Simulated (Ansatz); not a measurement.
# CuO: the cost of one run

Method: DFT r²SCAN+U (U_eff = 1 eV on Cu d), plane waves, PAW, in Ansatz 0.2.0.

## 1. The starting structure

Symmetry: P4/nmm, No. 129, tetragonal system. The conventional cell has a = 3.175 Å, b = 3.175 Å, c = 4.650 Å, α = 90.00°, β = 90.00°, γ = 90.00°. Cu (site symmetry -4m2) is surrounded by 4 O at 2.02 Å and 4 Cu at 2.25 Å. Around O (site symmetry 4mm) lie 4 Cu at 2.02 Å.

Structure file:

```cif
data_structure
_symmetry_space_group_name_H-M 'P4/nmm:1'
_symmetry_Int_Tables_number 129
_cell_length_a 3.1755
_cell_length_b 3.1755
_cell_length_c 4.6495
_cell_angle_alpha 90.000
_cell_angle_beta 90.000
_cell_angle_gamma 90.000
_cell_volume 46.88
loop_
_atom_site_label
_atom_site_type_symbol
_atom_site_symmetry_multiplicity
_atom_site_Wyckoff_symbol
_atom_site_fract_x
_atom_site_fract_y
_atom_site_fract_z
_atom_site_occupancy
Cu1 Cu 2 a 0.00000 0.00000 0.00000 1
O1 O 2 c 0.50000 0.00000 0.26700 1
```

Magnetic order typed: opposed in the cell.

## 2. From atoms, symmetry kept, no search

File input.yaml:

```yaml
crystal:
  lattice:
    - [3.1754955, 0.0, 0.0]
    - [0.0, 3.1754955, 0.0]
    - [0.0, 0.0, 4.64953187]
  atoms:
    - { symbol: Cu, position: [0.0, 0.0, 0.0], spin: 1.0 }
    - { symbol: Cu, position: [0.5, 0.5, 0.0], spin: -1.0 }
    - { symbol: O, position: [0.5, 0.0, 0.267] }
    - { symbol: O, position: [0.0, 0.5, 0.733] }
basis:
  ecutwfc: 500
  ecutrho_ratio: 4
kpoints:
  mp_grid: { grid: [6, 6, 4] }
hamiltonian:
  xc: r2scan
  hubbard:
    sites: [{ site: 0, l: d, u_eff: 1.0 }, { site: 1, l: d, u_eff: 1.0 }]
scf:
  occupations: { method: gaussian, width: 0.05 }
  lower_state_search: "off"
  max_iter: 150
output:
  forces: true
  stress: true
  eigenvalues: true
  populations: true
  hubbard: { sites: [{ site: 0, l: d }, { site: 1, l: d }] }
magnetization:
  spin_polarized: true
```

Command:

```console
$ ansatz run input.yaml --threads 4 --pin off --max-ram 6144MiB --backend cpu --events-out ev --progress --plain --runs-dir out
```

What time and memory should one allow on 4 threads of Arm Neoverse V1, shared host?

About 17 s, with a peak of 0.48 GiB.
